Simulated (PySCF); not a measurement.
# C6H10ClNSi2: the cost of one run

Computed with PySCF 2.14.0 and routines of our own; the level stands in each step. Atoms count from 0.

## (1) The system as given

20 atoms, charge 0, multiplicity 1; geometry from: GFN2-xTB.

## (2) Vibronic structure: TDA PBE0/def2-SV(P)

Job settings and geometry (Å):

```
{"job": {"kind": "vib", "xc": "PBE0", "basis": "def2-SV(P)", "tda": true}, "charge": 0, "multiplicity": 1}
Si    -2.312717     0.396110    -1.322932
N     -1.274250    -0.088874    -0.000788
Si    -1.931097    -0.702377     1.500500
C      0.104145     0.010997    -0.148887
C      0.674907     1.028607    -0.914784
C      2.043222     1.129281    -1.069881
C      2.872112     0.206263    -0.454647
Cl     4.588362     0.323022    -0.649074
C      2.333249    -0.811413     0.314509
C      0.963375    -0.904037     0.461501
H     -2.629462     1.825701    -1.227017
H     -1.605245     0.088004    -2.563802
H     -3.529178    -0.400525    -1.197331
H     -3.256223    -0.106053     1.635355
H     -1.038949    -0.262702     2.571202
H     -2.035545    -2.165273     1.453048
H      0.034337     1.762700    -1.379046
H      2.465574     1.925465    -1.662784
H      2.981093    -1.531979     0.789304
H      0.547146    -1.712240     1.043124
```

Level: TDA PBE0/def2-SV(P) vertical-gradient vibronic structure (displaced harmonic oscillators, Condon), gas phase.

Launch:

```bash
> OMP_NUM_THREADS=1 python excited_run.py task.json out
```

The driver reads the jobs from task.json and runs them one after another.

**Question.** How long does this first job take on 1 thread of Arm Neoverse V1, shared host, and how much memory does it need?

About 67 s, with a peak of 1.1 GiB.
